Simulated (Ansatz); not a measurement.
# PrSi2Pt: the cost of one run

Computed with Ansatz 0.2.0 (DFT PBE, scalar-relativistic, plane waves, PAW; 4f electrons in the core of a trivalent norm-conserving potential, unless a step's input says otherwise).

### 1 The system as given

Symmetry: P6/mmm, No. 191, hexagonal system. Conventional cell: a = 4.330 Å, b = 4.330 Å, c = 5.339 Å, α = 90.00°, β = 90.00°, γ = 120.00°. Pr (site symmetry 6/mmm) is surrounded by 6 Si at 2.50 Å and 2 Pt at 2.67 Å. Si (site symmetry -6m2) has 3 Si at 2.50 Å and 3 Pr at 2.50 Å in its first shell of neighbours. Around Pt (site symmetry 6/mmm) lie 2 Pr at 2.67 Å.

As a file:

```cif
data_structure
_symmetry_space_group_name_H-M 'P6/mmm'
_symmetry_Int_Tables_number 191
_cell_length_a 4.3295
_cell_length_b 4.3295
_cell_length_c 5.3386
_cell_angle_alpha 90.000
_cell_angle_beta 90.000
_cell_angle_gamma 120.000
_cell_volume 86.66
loop_
_atom_site_label
_atom_site_type_symbol
_atom_site_symmetry_multiplicity
_atom_site_Wyckoff_symbol
_atom_site_fract_x
_atom_site_fract_y
_atom_site_fract_z
_atom_site_occupancy
Pr1 Pr 1 a 0.00000 0.00000 0.00000 1
Si1 Si 2 c 0.33333 0.66667 0.00000 1
Pt1 Pt 1 b 0.00000 0.00000 0.50000 1
```

The cell is invented: random cell by space group and Wyckoff sites (P6/mmm, No. 191). The dimensions are guesses.

### 2 The guess as it stands, on a coarse mesh

The input, input.yaml:

```yaml
crystal:
  lattice:
    - [4.32954004, 0.0, 0.0]
    - [-2.16477002, 3.74949166, 0.0]
    - [0.0, 0.0, 5.33855396]
  atoms:
    - { symbol: Pr, position: [0.0, 0.0, 0.0] }
    - { symbol: Si, position: [0.33333333, 0.66666667, 0.0] }
    - { symbol: Si, position: [0.66666667, 0.33333333, 0.0] }
    - { symbol: Pt, position: [0.0, 0.0, 0.5] }
basis:
  ecutwfc: 660
kpoints:
  mp_grid: { grid: [6, 6, 4] }
hamiltonian:
  xc: pbe
  pseudopotentials:
    kind: paw
    azcp: { Pr: "pseudopotentials/pbe/nc/lanthanide_3plus/Pr.nc.azcp" }
scf:
  occupations: { method: gaussian, width: 0.1 }
  lower_state_search: "off"
output:
  forces: true
  stress: true
  eigenvalues: true
```

Command:

```
ansatz run input.yaml --threads 1 --pin off --max-ram 2560MiB --backend cpu --events-out ev --progress --plain --runs-dir out
```

What time and memory should one allow on 1 thread of Arm Neoverse N1, shared host?

About 9.6 s, with a peak of 0.39 GiB.
